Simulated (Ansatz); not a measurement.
# CH5BOSi: the cost of one run

All numbers are computed with Ansatz 0.2.0, driven from Python. Level of theory: r2SCAN/def2-SVP.

**1. The structure**

Bond lengths: B1–C2 1.557 Å, C2–Si3 1.786 Å, B1–O4 1.456 Å, Si3–O4 1.615 Å, B1–H5 1.232 Å, C2–H6 1.109 Å, C2–H7 1.137 Å, Si3–H8 1.447 Å, Si3–H9 1.457 Å. Angles (14 of 16 angles, heavy atoms first): B1–C2–Si3 89.8°, C2–B1–O4 91.0°, C2–Si3–O4 78.3°, B1–O4–Si3 100.6°, B1–C2–H6 112.6°, B1–C2–H7 113.0°, Si3–C2–H6 113.6°, Si3–C2–H7 113.2°, C2–B1–H5 128.8°, O4–B1–H5 128.4°, C2–Si3–H8 112.7°, C2–Si3–H9 111.6°, O4–Si3–H8 116.8°, O4–Si3–H9 112.3°.

The script holds or builds the structure itself.

**2. The script**

The input, ch5bosi_scan.py:

```python
"""Potential curve of CH5BOSi along one bond."""

import warnings

import ansatz as az
import numpy as np

warnings.simplefilter("ignore", az.DeckWarning)

ch5bosi = (
    az.Crystal.molecule()
    .atom("B", [-0.8634, 0.9808, -0.3038])
    .atom("C", [0.3302, 0.4789, 0.5612])
    .atom("Si", [0.1759, -1.1406, -0.1748])
    .atom("O", [-1.0685, -0.3562, -0.8422])
    .atom("H", [-1.0018, 2.0649, -0.8734])
    .atom("H", [0.1059, 0.4956, 1.6467])
    .atom("H", [1.3113, 0.9943, 0.3071])
    .atom("H", [-0.1448, -2.1665, 0.7936])
    .atom("H", [1.2437, -1.3976, -1.1315])
)

symbols = [site.symbol for site in ch5bosi.cartesian_sites]
start = np.array([site.position_ang for site in ch5bosi.cartesian_sites])
axis = (start[5] - start[1]) / np.linalg.norm(start[5] - start[1])
moving = [5]
lengths, energies = [0.976, 1.02, 1.064, 1.109, 1.153, 1.197, 1.242, 1.308], []
for length in lengths:
    xyz = start.copy()
    xyz[moving] += (length - np.linalg.norm(start[5] - start[1])) * axis
    point = az.Crystal.molecule()
    for symbol, place in zip(symbols, xyz):
        point = point.atom(symbol, place.tolist())
    model = (
        point.calculation()
        .basis(gaussian="def2-SVP")
        .functional("r2scan")
    )
    summary = model.run(threads=1, pin="off").report
    energies.append(summary["free_energy_ev"])
    print(f"r = {length:6.3f} A  E = {energies[-1]:.5f} eV  <S^2> = {abs(summary['mean_field']['state']['spin_squared']):.3f}")

# quartic fit about the minimum
fit = np.polynomial.Polynomial.fit(lengths, np.array(energies) - min(energies), 4).convert()
roots = [r.real for r in fit.deriv().roots() if abs(r.imag) < 1e-9 and fit.deriv(2)(r.real) > 0]
r_e = min(roots, key=lambda r: abs(r - lengths[int(np.argmin(energies))]))
print(f"minimum of the fit at {r_e:.4f} A, force constant {fit.deriv(2)(r_e):.2f} eV/A^2")
```

**3. The calls as engine input**

The package turns the script's settings into the engine's input (first run):

```yaml
crystal:
  periodic: [false, false, false]
  atoms:
    - { symbol: B, position_ang: [-0.8634, 0.9808, -0.3038] }
    - { symbol: C, position_ang: [0.3302, 0.4789, 0.5612] }
    - { symbol: Si, position_ang: [0.1759, -1.1406, -0.1748] }
    - { symbol: O, position_ang: [-1.0685, -0.3562, -0.8422] }
    - { symbol: H, position_ang: [-1.0018, 2.0649, -0.8734] }
    - { symbol: H, position_ang: [0.13272101584370866, 0.4936030719367368, 1.5168996758878923] }
    - { symbol: H, position_ang: [1.3113, 0.9943, 0.3071] }
    - { symbol: H, position_ang: [-0.1448, -2.1665, 0.7936] }
    - { symbol: H, position_ang: [1.2437, -1.3976, -1.1315] }
basis:
  gaussian:
    orbitals: def2-SVP
hamiltonian:
  xc: r2scan
```

**4. The run**

On the command line:

```console
$ python ch5bosi_scan.py
```

Q: Estimate wall time and peak memory on 1 thread of Intel Xeon 6975P-C (Granite Rapids), shared host.

About 14 s, with a peak of 0.21 GiB.
